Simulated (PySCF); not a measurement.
**C5H7NO2: runs on many settings**

Which settings matter for C5H7NO2 (`C=CO/C=C\NC=O`), and how do bad ones show?

Programs: PySCF 2.14.0, with density-fitted response routines of our own. Each step states its level of theory. These are calculated values for one molecule in the gas phase, unless marked as measured. Atoms count from 0, in the outputs and in this text.

**1. Starting geometry**

15 atoms, charge 0, multiplicity 1; geometry from: GFN2-xTB.

Bonds of the start (Å): C0–C1 1.32, C1–O2 1.36, O2–C3 1.37, C3–C4 1.33, C4–N5 1.39, N5–C6 1.35, C6–O7 1.20, C0–H8 1.07, C0–H9 1.07, C1–H10 1.09, C3–H11 1.08, C4–H12 1.08, N5–H13 1.01, C6–H14 1.11.

**2. Shielding tensors: PBE0/pcSseg-1**

The job: settings as JSON, then the geometry in Å.

```
{"job": {"kind": "nmr", "xc": "PBE0", "basis": "pcSseg-1"}, "charge": 0, "multiplicity": 1}
C     -2.175884     1.839672     1.583074
C     -1.919049     0.663099     1.034569
O     -0.732934     0.397188     0.432336
C     -0.546678    -0.841360    -0.111766
C      0.591835    -1.165319    -0.722949
N      1.659913    -0.285604    -0.853197
C      2.816997    -0.612389    -1.476490
O      3.057878    -1.678669    -1.981835
H     -1.450685     2.632542     1.572190
H     -3.120325     2.029327     2.054209
H     -2.640387    -0.148137     1.035767
H     -1.362900    -1.545483    -0.024636
H      0.751881    -2.137731    -1.156092
H      1.530910     0.632573    -0.453301
H      3.535013     0.228281    -1.470755
```

Level: GIAO PBE0/pcSseg-1 NMR shielding, non-relativistic, gas phase.

Launch:

```sh
> OMP_NUM_THREADS=1 python probes_run.py task.json out
```

This one command runs all jobs of the session in turn.

Log:

```text
coarse grid: 13008 points
cycle   1  E = -399.1686642764  dE =  1.488e+00  |g| = 9.121e-01  |ddm| = 3.551e+00
cycle   2  E = -398.6233668710  dE =  5.453e-01  |g| = 1.872e+00  |ddm| = 2.382e+00
cycle   3  E = -399.3247247366  dE = -7.014e-01  |g| = 2.323e-01  |ddm| = 1.850e+00
cycle   4  E = -399.3338482028  dE = -9.123e-03  |g| = 1.083e-01  |ddm| = 2.317e-01
cycle   5  E = -399.3359409551  dE = -2.093e-03  |g| = 2.365e-02  |ddm| = 7.331e-02
cycle   6  E = -399.3360631978  dE = -1.222e-04  |g| = 5.769e-03  |ddm| = 1.973e-02
cycle   7  E = -399.3360694940  dE = -6.296e-06  |g| = 2.800e-03  |ddm| = 6.312e-03
final grid: 127056 points
cycle   8  E = -399.4023228320  dE = -1.677e-05  |g| = 1.413e-02  |ddm| = 3.003e-02
cycle   9  E = -399.4022343474  dE =  8.848e-05  |g| = 2.596e-02  |ddm| = 2.647e-02
cycle  10  E = -399.4023600213  dE = -1.257e-04  |g| = 2.857e-03  |ddm| = 1.882e-02
cycle  11  E = -399.4023616620  dE = -1.641e-06  |g| = 4.665e-04  |ddm| = 2.076e-03
cycle  12  E = -399.4023617039  dE = -4.189e-08  |g| = 1.166e-04  |ddm| = 3.976e-04
cycle  13  E = -399.4023617068  dE = -2.931e-09  |g| = 3.682e-05  |ddm| = 1.053e-04
cycle  14  E = -399.4023617071  dE = -2.576e-10  |g| = 1.261e-05  |ddm| = 2.981e-05
converged SCF energy = -399.4023617071

GIAO shielding tensors (ppm)
atom      isotropic    diamagn.    paramagn.     s11        s22        s33       span
  0 C       90.699     255.274    -164.575    -10.343    116.535    165.906    176.249
  1 C       29.401     251.157    -221.756    -72.199     71.366     89.036    161.235
  2 O      162.498     403.140    -240.642     76.273    129.053    282.167    205.894
  3 C       52.351     252.669    -200.318    -16.377     81.519     91.912    108.289
  4 C       77.481     254.151    -176.669    -16.460     90.244    158.660    175.121
  5 N      113.371     329.866    -216.495     -8.004    172.167    175.950    183.955
  6 C       30.007     241.814    -211.807    -67.564     63.215     94.370    161.934
  7 O      -94.598     399.223    -493.821   -419.950   -215.944    352.100    772.050
  8 H       26.891      32.405      -5.515     24.592     25.129     30.951      6.359
  9 H       27.247      27.525      -0.277     25.405     26.144     30.193      4.787
 10 H       25.111      29.765      -4.653     22.959     24.170     28.205      5.247
 11 H       25.769      32.027      -6.258     22.988     25.919     28.400      5.412
 12 H       25.054      32.187      -7.133     21.616     25.646     27.899      6.283
 13 H       25.090      37.387     -12.297     19.650     26.067     29.553      9.904
 14 H       23.590      25.263      -1.673     19.360     24.017     27.393      8.034
```

Wall time 42 s (1 thread of Arm Neoverse N1, shared host); peak memory 0.76 GiB.

The references, computed at this level on geometries of the same kind, shield at (ppm): 1H TMS 31.72, 13C TMS 186.9, 15N NH3 267.7, 17O H2O 336.1. Their shielding less the atom's gives the shift. The references are single molecules in the gas phase, so shifts against H2O, NH3, PH3, H3PO4 or CFCl3 are not on the usual liquid scales and can be off by tens of ppm.

```tsv
atoms	environment	σ (ppm)	δ (ppm)	δ scaled to CDCl3
C1	alkene carbon bearing oxygen	29.4	157.5	151.8
C6	amide carbonyl carbon	30.0	156.9	151.2
C3	alkene carbon bearing oxygen	52.4	134.6	129.4
C4	alkene carbon bearing nitrogen	77.5	109.4	104.9
C0	β carbon of an enol-ether or enamine type C=C	90.7	96.2	92.0
H14	hydrogen on an amide carbonyl carbon	23.59	8.13	7.77
H12	hydrogen on an alkene carbon bearing nitrogen	25.05	6.66	6.39
H13	hydrogen on an amide-type nitrogen	25.09	6.63	–
H10	hydrogen on an alkene carbon bearing oxygen	25.11	6.61	6.33
H11	hydrogen on an alkene carbon bearing oxygen	25.77	5.95	5.71
H8	hydrogen on a β carbon of an enol-ether or enamine type C=C	26.89	4.83	4.66
H9	hydrogen on a β carbon of an enol-ether or enamine type C=C	27.25	4.47	4.32
O7	amide-type carbonyl oxygen	-94.6	430.7	–
O2	ether oxygen	162.5	173.6	–
N5	amide-type nitrogen	113.4	154.4	–
```

The scaled column applies a straight-line fit of computed shieldings to shifts measured in CDCl3 (root-mean-square error 0.16 ppm for H, 1.9 ppm for C).

The run also stored atomic charges by several schemes (e):

```tsv
atoms	Mulliken	IAO	Hirshfeld	ESP fit
C0	-0.20	-0.38	-0.14	-0.64
C1	0.06	0.06	0.03	0.06
O2	-0.44	-0.30	-0.08	-0.01
C3	0.12	-0.01	0.00	-0.24
C4	0.04	-0.10	-0.03	-0.16
N5	-0.45	-0.31	-0.09	-0.23
C6	0.41	0.31	0.14	0.41
O7	-0.43	-0.47	-0.28	-0.49
```

Mayer bond orders: C0–C1 1.94, C1–O2 0.97, O2–C3 0.95, C3–C4 1.83, C4–N5 1.01, N5–C6 1.15, C6–O7 1.91.

The fields below are evaluated on a grid from the run's orbitals.

Frontier orbitals at PBE0/pcSseg-1, with the share of their density that lies nearest to each atom:

```tsv
orbital	energy (eV)	lies on
HOMO	-6.16	C3, C4 about 18 % each; O2 17 %; N5 13 %
LUMO	-0.23	C3, C6 about 20 % each; O7 14 %; C4 14 %
```

ELF in a plane through or near 15 of the atoms.

Values, 10 rows by 14 columns:
```
0.00 0.00 0.00 0.00 0.00 0.00 0.00 0.00 0.00 0.00 0.00 0.00 0.00 0.00
0.00 0.00 0.00 0.00 0.00 0.00 0.00 0.00 0.00 0.00 0.00 0.00 0.00 0.00
0.00 0.00 0.01 0.94 0.62 0.00 0.00 0.00 0.00 0.87 0.89 0.01 0.00 0.00
0.00 0.00 0.01 0.99 0.80 0.63 0.94 0.03 0.02 0.95 0.96 0.18 0.02 0.00
0.00 0.02 0.50 0.55 0.43 0.48 0.40 0.78 0.73 0.65 0.62 1.00 0.79 0.00
0.00 0.07 0.88 0.25 0.20 0.86 0.44 0.70 0.75 0.86 0.33 0.93 0.29 0.00
0.00 0.00 0.35 0.79 0.11 0.97 0.72 0.34 0.06 1.00 0.82 0.00 0.00 0.00
0.00 0.00 0.00 0.03 0.58 0.99 0.04 1.00 0.60 0.86 0.68 0.00 0.00 0.00
0.00 0.00 0.00 0.00 0.00 0.02 0.00 0.65 0.10 0.00 0.00 0.00 0.00 0.00
0.00 0.00 0.00 0.00 0.00 0.00 0.00 0.00 0.00 0.00 0.00 0.00 0.00 0.00
```
The map spans 13.7 Å across and 9.2 Å up, centred on the molecule. Atoms in the plane (x, y in Å): C0 (3.2, 0.8), C1 (2.3, -0.2), O2 (1.0, 0.1), C3 (0.1, -1.0), C4 (-1.2, -0.8), N5 (-1.8, 0.4), C6 (-3.2, 0.6), O7 (-4.0, -0.2), H8 (2.9, 1.8), H9 (4.2, 0.5), H10 (2.6, -1.3), H11 (0.5, -2.0), H12 (-1.9, -1.6), H13 (-1.2, 1.2), H14 (-3.4, 1.7).

log10 of the density (e/Å³) in the same plane.

Values, 10 rows by 14 columns:
```
-4.0 -4.0 -4.0 -4.0 -4.0 -4.0 -4.0 -4.0 -4.0 -4.0 -4.0 -4.0 -4.0 -4.0
-4.0 -4.0 -3.9 -3.2 -3.2 -4.0 -4.0 -4.0 -4.0 -3.3 -3.1 -3.9 -4.0 -4.0
-4.0 -4.0 -2.8 -1.6 -1.7 -2.6 -2.9 -3.8 -3.0 -1.6 -1.5 -2.6 -3.9 -4.0
-4.0 -3.9 -2.1 -0.1 -0.4 -0.7 -0.9 -1.9 -1.8 -0.5  0.0 -1.3 -2.6 -4.0
-4.0 -2.7 -1.0  0.1  0.4  1.2 -0.6 -0.4  0.0 -0.1  1.3  0.1 -1.8 -3.8
-4.0 -2.2 -0.2  1.2 -0.4  0.3 -0.2  0.2  0.6  2.6 -0.4 -0.9 -2.2 -4.0
-4.0 -3.0 -1.2 -0.6 -1.0  0.2  0.2  0.6 -0.8  0.2 -0.9 -2.6 -3.6 -4.0
-4.0 -4.0 -2.9 -2.3 -1.4 -0.5 -1.1  0.0 -1.0 -1.2 -1.8 -3.4 -4.0 -4.0
-4.0 -4.0 -4.0 -4.0 -3.1 -2.5 -2.6 -1.8 -2.3 -3.0 -3.5 -4.0 -4.0 -4.0
-4.0 -4.0 -4.0 -4.0 -4.0 -4.0 -4.0 -3.8 -4.0 -4.0 -4.0 -4.0 -4.0 -4.0
```
The map spans 13.7 Å across and 9.2 Å up, centred on the molecule. Atoms in the plane (x, y in Å): C0 (3.2, 0.8), C1 (2.3, -0.2), O2 (1.0, 0.1), C3 (0.1, -1.0), C4 (-1.2, -0.8), N5 (-1.8, 0.4), C6 (-3.2, 0.6), O7 (-4.0, -0.2), H8 (2.9, 1.8), H9 (4.2, 0.5), H10 (2.6, -1.3), H11 (0.5, -2.0), H12 (-1.9, -1.6), H13 (-1.2, 1.2), H14 (-3.4, 1.7).

On the surface of density 0.002 e/bohr³ the electrostatic potential runs, from the 1st to the 99th percentile, from -1.88 V near O7 to 1.95 V near H13.

**3. TDDFT and polarisability: PBE0/def2-SVPD**

The job, as its differences from that of step 2:

```diff
@@ -1,2 +1,2 @@
-{"job": {"kind": "nmr", "xc": "PBE0", "basis": "pcSseg-1"}, "charge": 0, "multiplicity": 1}
+{"job": {"kind": "uv", "xc": "PBE0", "basis": "def2-SVPD", "nstates": 6, "ntriplets": 2}, "charge": 0, "multiplicity": 1}
 C     -2.175884     1.839672     1.583074
```

With the program's defaults for keys left out, this is: TDDFT PBE0/def2-SVPD, vertical, gas phase, core orbitals frozen in the response.

Log:

```text
coarse grid: 13008 points
cycle   1  E = -398.9523201533  dE =  1.414e+00  |g| = 8.708e-01  |ddm| = 8.146e+00
cycle   2  E = -398.3918093780  dE =  5.605e-01  |g| = 1.857e+00  |ddm| = 4.415e+00
cycle   3  E = -399.1034926570  dE = -7.117e-01  |g| = 2.139e-01  |ddm| = 3.552e+00
cycle   4  E = -399.1111819657  dE = -7.689e-03  |g| = 1.072e-01  |ddm| = 3.845e-01
cycle   5  E = -399.1133844215  dE = -2.202e-03  |g| = 2.131e-02  |ddm| = 1.378e-01
cycle   6  E = -399.1134877843  dE = -1.034e-04  |g| = 5.197e-03  |ddm| = 4.490e-02
cycle   7  E = -399.1134934898  dE = -5.706e-06  |g| = 2.184e-03  |ddm| = 1.053e-02
final grid: 127056 points
cycle   8  E = -399.1782732107  dE = -1.943e-05  |g| = 1.312e-02  |ddm| = 1.793e-01
cycle   9  E = -399.1781920297  dE =  8.118e-05  |g| = 2.427e-02  |ddm| = 4.356e-02
cycle  10  E = -399.1783070895  dE = -1.151e-04  |g| = 2.697e-03  |ddm| = 2.769e-02
cycle  11  E = -399.1783086488  dE = -1.559e-06  |g| = 4.264e-04  |ddm| = 3.345e-03
cycle  12  E = -399.1783086855  dE = -3.671e-08  |g| = 1.109e-04  |ddm| = 7.956e-04
cycle  13  E = -399.1783086882  dE = -2.667e-09  |g| = 3.497e-05  |ddm| = 2.442e-04
cycle  14  E = -399.1783086884  dE = -2.598e-10  |g| = 1.139e-05  |ddm| = 5.105e-05
converged SCF energy = -399.1783086884

Static polarisability (au): isotropic 87.495, principal 49.659 75.507 137.319

Singlet excitations
state   eV       nm        f      main configurations
  1   5.2644    235.5   0.64162   H->L 0.96
  2   5.4213    228.7   0.00103   H-1->L 0.89
  3   5.6582    219.1   0.04606   H->L+1 0.94
  4   5.6951    217.7   0.00478   H->L+2 0.97
  5   5.9500    208.4   0.02209   H->L+3 0.96
  6   6.5712    188.7   0.00225   H->L+4 0.89

Triplet excitations (Tamm-Dancoff, eV): 3.5919 4.1328
```

Wall time 64 s (1 thread of Arm Neoverse N1, shared host); peak memory 0.92 GiB.

Frontier orbitals and where they lie:

```tsv
orbital	eV	atoms
HOMO−3	-9.68	O7 32 %, N5 18 %, C4 17 %
HOMO−2	-7.93	C0 27 %, C1 25 %, N5 11 %
HOMO−1	-7.83	O7 69 %, C6 14 %, H14 8 %
HOMO	-6.27	C4 19 %, C3 18 %, O2 17 %
LUMO	-0.44	C6 24 %, C3 18 %, O7 16 %
LUMO+1	0.18	C1 35 %, C0 30 %, O2 11 %
LUMO+2	0.57	H13 21 %, C6 16 %, O2 12 %
```

With each of the 6 states as a Gaussian band of 0.4 eV half-width at 1/e, the curve within the window shown has maxima at 234 nm (ε 27,000) L/(mol cm). Beyond the last state computed it falls off for lack of states. The curve at chosen wavelengths:

```tsv
nm	ε (L/mol/cm)
180	57
183	89
187	154
190	239
194	455
197	739
200	1169
204	2067
207	3101
211	5215
214	7526
217	10522
221	15361
224	19196
228	23668
231	25915
234	26843
238	25911
241	23809
245	19795
248	16395
251	13051
255	9096
258	6671
262	4206
265	2880
```

Leading natural transition orbitals of singlet state 1: the hole lies on O2 19 %; C0, C3, C4 about 14 % each; N5 12 %; the particle on C6 24 %; O7 15 %; C3 14 %.

Ground-state properties from the same run:

```tsv
property	computed
dipole moment (D)	3.69
polarisability (Å³)	12.97
HOMO–LUMO gap (eV)	5.83
−ε(HOMO) (eV)	6.27
```

**4. Shielding tensors: B3LYP/pcSseg-1**

The job, as its differences from that of step 3:

```diff
@@ -1,2 +1,2 @@
-{"job": {"kind": "uv", "xc": "PBE0", "basis": "def2-SVPD", "nstates": 6, "ntriplets": 2}, "charge": 0, "multiplicity": 1}
+{"job": {"kind": "nmr", "xc": "B3LYP", "basis": "pcSseg-1", "pop": false, "scf": {"level_shift": 0.1, "guess": "vsap"}}, "charge": 0, "multiplicity": 1}
 C     -2.175884     1.839672     1.583074
```

Level: GIAO B3LYP/pcSseg-1 NMR shielding, non-relativistic, gas phase.

Log:

```text
final grid: 127056 points
cycle   1  E = -398.6544125854  dE = -1.379e-03  |g| = 2.300e+00  |ddm| = 3.754e+00
cycle   2  E = -398.1508411781  dE =  5.036e-01  |g| = 3.025e+00  |ddm| = 3.612e+00
cycle   3  E = -399.7892655651  dE = -1.638e+00  |g| = 5.843e-01  |ddm| = 1.470e+00
cycle   4  E = -399.8581363374  dE = -6.887e-02  |g| = 2.464e-01  |ddm| = 5.101e-01
cycle   5  E = -399.8680389600  dE = -9.903e-03  |g| = 7.497e-02  |ddm| = 1.744e-01
cycle   6  E = -399.8691157467  dE = -1.077e-03  |g| = 1.696e-02  |ddm| = 4.658e-02
cycle   7  E = -399.8691619130  dE = -4.617e-05  |g| = 8.742e-03  |ddm| = 1.619e-02
cycle   8  E = -399.8691771790  dE = -1.527e-05  |g| = 1.613e-03  |ddm| = 5.629e-03
cycle   9  E = -399.8691776044  dE = -4.254e-07  |g| = 6.644e-04  |ddm| = 1.490e-03
cycle  10  E = -399.8691777019  dE = -9.754e-08  |g| = 1.485e-04  |ddm| = 5.844e-04
cycle  11  E = -399.8691777062  dE = -4.271e-09  |g| = 4.324e-05  |ddm| = 1.498e-04
cycle  12  E = -399.8691777067  dE = -4.369e-10  |g| = 1.362e-05  |ddm| = 5.380e-05
level shift removed, Fock matrix diagonalised once more
converged SCF energy = -399.8691777067

GIAO shielding tensors (ppm)
atom      isotropic    diamagn.    paramagn.     s11        s22        s33       span
  0 C       86.238     254.724    -168.486    -14.967    113.006    160.676    175.644
  1 C       23.497     250.292    -226.794    -78.427     66.060     82.860    161.288
  2 O      156.048     403.623    -247.576     69.387    123.256    275.501    206.113
  3 C       46.302     252.373    -206.072    -23.055     76.262     85.697    108.752
  4 C       71.738     253.843    -182.105    -23.101     84.672    153.643    176.744
  5 N      106.634     329.182    -222.548    -15.268    164.842    170.330    185.597
  6 C       25.173     241.410    -216.238    -73.252     60.493     88.277    161.529
  7 O     -100.910     400.060    -500.970   -425.681   -220.112    343.064    768.745
  8 H       27.094      32.873      -5.779     24.852     25.405     31.025      6.173
  9 H       27.482      27.514      -0.032     25.668     26.416     30.362      4.694
 10 H       25.274      29.996      -4.722     23.233     24.204     28.385      5.152
 11 H       25.927      32.337      -6.411     23.272     25.862     28.646      5.374
 12 H       25.225      32.475      -7.250     21.862     25.644     28.168      6.306
 13 H       25.303      37.480     -12.176     20.007     26.087     29.816      9.809
 14 H       23.718      25.535      -1.817     19.483     24.150     27.520      8.037
```

It took 33 s on 1 thread of Arm Neoverse N1, shared host; peak memory 0.77 GiB.

Key values: δ C1 158.4, C6 156.7, C3 135.6, C4 110.2, H14 8.11, H12 6.60 ppm.

**5. Excited states and response: OLYP/ANO-RCC-VDZP**

The job, as its differences from that of step 4:

```diff
@@ -1,2 +1,2 @@
-{"job": {"kind": "nmr", "xc": "B3LYP", "basis": "pcSseg-1", "pop": false, "scf": {"level_shift": 0.1, "guess": "vsap"}}, "charge": 0, "multiplicity": 1}
+{"job": {"kind": "uv", "xc": "OLYP", "basis": "ANO-RCC-VDZP", "nstates": 3, "ntriplets": 2, "tda": false, "max_iter": 1, "scf": {"max_cycle": 63}}, "charge": 0, "multiplicity": 1}
 C     -2.175884     1.839672     1.583074
```

Method: TDDFT OLYP/ANO-RCC-VDZP, vertical, gas phase, core orbitals frozen in the response.

Log:

```text
final grid: 127056 points
cycle   1  E = -399.6651186956  dE =  1.315e+00  |g| = 1.003e+00  |ddm| = 5.574e+00
cycle   2  E = -397.1095304828  dE =  2.556e+00  |g| = 3.071e+00  |ddm| = 6.783e+00
cycle   3  E = -399.7821407759  dE = -2.673e+00  |g| = 6.465e-01  |ddm| = 6.582e+00
cycle   4  E = -399.8746555492  dE = -9.251e-02  |g| = 2.731e-01  |ddm| = 1.127e+00
cycle   5  E = -399.8861879511  dE = -1.153e-02  |g| = 1.444e-01  |ddm| = 3.578e-01
cycle   6  E = -399.8901334377  dE = -3.945e-03  |g| = 6.132e-02  |ddm| = 2.056e-01
cycle   7  E = -399.8910745568  dE = -9.411e-04  |g| = 1.933e-02  |ddm| = 8.982e-02
cycle   8  E = -399.8911693727  dE = -9.482e-05  |g| = 3.858e-03  |ddm| = 2.288e-02
cycle   9  E = -399.8911728426  dE = -3.470e-06  |g| = 1.445e-03  |ddm| = 5.904e-03
cycle  10  E = -399.8911730680  dE = -2.253e-07  |g| = 1.045e-03  |ddm| = 2.492e-03
cycle  11  E = -399.8911733041  dE = -2.362e-07  |g| = 4.155e-04  |ddm| = 1.596e-03
cycle  12  E = -399.8911733499  dE = -4.571e-08  |g| = 5.643e-05  |ddm| = 5.364e-04
cycle  13  E = -399.8911733494  dE =  4.389e-10  |g| = 7.417e-05  |ddm| = 1.058e-04
cycle  14  E = -399.8911733506  dE = -1.155e-09  |g| = 7.340e-06  |ddm| = 6.685e-05
cycle  15  E = -399.8911733506  dE = -1.398e-11  |g| = 2.493e-06  |ddm| = 7.851e-06
converged SCF energy = -399.8911733506

Static polarisability (au): isotropic 81.846, principal 36.698 71.055 137.785

Singlet excitations
state   eV       nm        f      main configurations
  1   4.4426    279.1   0.00133   H->L+1 1.00
  2   4.5914    270.0   0.01172   H->L+2 1.00
  3   4.9829    248.8   0.26038   H->L 0.59, H-2->L 0.19, H-1->L+1 0.10

Triplet excitations (Tamm-Dancoff, eV): 3.4847 4.1826
```

It took 1.9 min on 1 thread of Arm Neoverse N1, shared host; peak memory 0.55 GiB.

Diagnosis: The SCF converged, but the response equations did not within 1 iteration. The remedy is to allow more iterations. Numbers from the part that failed are no properties of the molecule.

**6. Nuclear shieldings: OLYP/pcSseg-1**

The job, as its differences from that of step 5:

```diff
@@ -1,2 +1,2 @@
-{"job": {"kind": "uv", "xc": "OLYP", "basis": "ANO-RCC-VDZP", "nstates": 3, "ntriplets": 2, "tda": false, "max_iter": 1, "scf": {"max_cycle": 63}}, "charge": 0, "multiplicity": 1}
+{"job": {"kind": "nmr", "xc": "OLYP", "basis": "pcSseg-1", "pop": true, "grid": 1}, "charge": 0, "multiplicity": 1}
 C     -2.175884     1.839672     1.583074
```

Method: GIAO OLYP/pcSseg-1 NMR shielding, non-relativistic, gas phase.

Log:

```text
final grid: 58688 points
cycle   1  E = -399.5115806875  dE =  1.298e+00  |g| = 1.043e+00  |ddm| = 3.616e+00
cycle   2  E = -397.4388997346  dE =  2.073e+00  |g| = 2.969e+00  |ddm| = 5.555e+00
cycle   3  E = -399.6494176345  dE = -2.211e+00  |g| = 5.839e-01  |ddm| = 5.321e+00
cycle   4  E = -399.7146776486  dE = -6.526e-02  |g| = 2.938e-01  |ddm| = 7.519e-01
cycle   5  E = -399.7295336869  dE = -1.486e-02  |g| = 1.059e-01  |ddm| = 2.394e-01
cycle   6  E = -399.7313865130  dE = -1.853e-03  |g| = 4.827e-02  |ddm| = 1.055e-01
cycle   7  E = -399.7318858426  dE = -4.993e-04  |g| = 2.048e-02  |ddm| = 5.522e-02
cycle   8  E = -399.7319938800  dE = -1.080e-04  |g| = 3.485e-03  |ddm| = 1.893e-02
cycle   9  E = -399.7319966311  dE = -2.751e-06  |g| = 1.192e-03  |ddm| = 4.512e-03
cycle  10  E = -399.7319968508  dE = -2.197e-07  |g| = 7.289e-04  |ddm| = 1.357e-03
cycle  11  E = -399.7319969533  dE = -1.025e-07  |g| = 3.037e-04  |ddm| = 7.379e-04
cycle  12  E = -399.7319969780  dE = -2.464e-08  |g| = 4.777e-05  |ddm| = 3.035e-04
cycle  13  E = -399.7319969778  dE =  2.062e-10  |g| = 5.981e-05  |ddm| = 7.162e-05
cycle  14  E = -399.7319969785  dE = -7.158e-10  |g| = 6.747e-06  |ddm| = 4.230e-05
converged SCF energy = -399.7319969785

GIAO shielding tensors (ppm)
atom      isotropic    diamagn.    paramagn.     s11        s22        s33       span
  0 C       94.304     254.380    -160.075      2.318    118.250    162.345    160.027
  1 C       33.379     249.160    -215.782    -57.102     72.057     85.180    142.282
  2 O      144.507     402.702    -258.195     57.449    108.015    268.057    210.608
  3 C       54.143     251.791    -197.648     -6.909     81.766     87.572     94.482
  4 C       80.577     252.978    -172.401     -5.897     92.040    155.588    161.485
  5 N      108.020     328.549    -220.528     -8.116    164.551    167.626    175.742
  6 C       37.496     241.812    -204.316    -53.725     76.680     89.533    143.259
  7 O      -83.089     399.405    -482.495   -385.421   -192.251    328.404    713.825
  8 H       27.115      32.977      -5.862     24.908     25.569     30.869      5.961
  9 H       27.450      27.677      -0.227     25.733     26.442     30.173      4.440
 10 H       25.180      30.034      -4.853     23.193     24.248     28.099      4.906
 11 H       25.838      32.419      -6.581     23.272     25.768     28.475      5.203
 12 H       25.201      32.785      -7.584     21.819     25.686     28.099      6.280
 13 H       25.180      37.557     -12.376     20.199     25.796     29.546      9.347
 14 H       23.578      25.374      -1.795     19.252     23.823     27.660      8.408
```

It took 36 s on 1 thread of Arm Neoverse N1, shared host; peak memory 0.63 GiB.

In short: δ C1 149.9, C6 145.8, C3 129.2, C4 102.7, H14 8.16, H10 6.56 ppm.

**7. Side by side: NMR shifts**

Shifts (ppm) of some atoms, chosen among heavy atoms and hydrogens apart, with basis size and wall time:

```tsv
run	C1	C6	C4	H8	H9	O7	O2	functions	time
PBE0/pcSseg-1	157.5	156.9	109.4	4.83	4.47	430.7	173.6	171	42 s
B3LYP/pcSseg-1	158.4	156.7	110.2	4.73	4.35	436.7	179.7	171	33 s
OLYP/pcSseg-1	149.9	145.8	102.7	4.63	4.29	419.1	191.5	171	36 s
```

**8. Outcome**

| quantity | value |
| --- | --- |
| 13C shifts against TMS (PBE0/pcSseg-1) | 157.5, 156.9, 134.6, 109.4, 96.2 ppm |
| 1H shifts against TMS (PBE0/pcSseg-1) | 8.13, 6.66, 6.63, 6.61, 5.95, 4.83, 4.47 ppm |
| 17O shifts against H2O (PBE0/pcSseg-1) | 430.7, 173.6 ppm |
| 15N shifts against NH3 (PBE0/pcSseg-1) | 154.4 ppm |
| surface potential, 1st and 99th percentile | -1.88 V and 1.95 V |
| lowest singlet (PBE0/def2-SVPD) | 5.26 eV (236 nm), f = 0.642 |
| lowest triplet | 3.59 eV |
| range of the shift of O2 | 173.6 to 191.5 ppm |
| property runs in this session | 5, of which 1 failed and 0 gave unsound results |

What this shows: Single values in the summary come from the first run of each kind that ended normally (PBE0/pcSseg-1; PBE0/def2-SVPD), which need not be the best level. At PBE0/pcSseg-1: The widest tensor belongs to O7: span 772 ppm, with a paramagnetic part of -494 ppm. The lowest singlet, at 5.26 eV, is HOMO→LUMO 0.96 and is bright. The lowest triplet lies 1.67 eV below the lowest singlet (triplets in Tamm-Dancoff, singlets in full TDDFT). In ppm, O2 moves most: its shift spreads over 17.9 ppm, from 173.6 (PBE0/pcSseg-1) to 191.5 (OLYP/pcSseg-1).
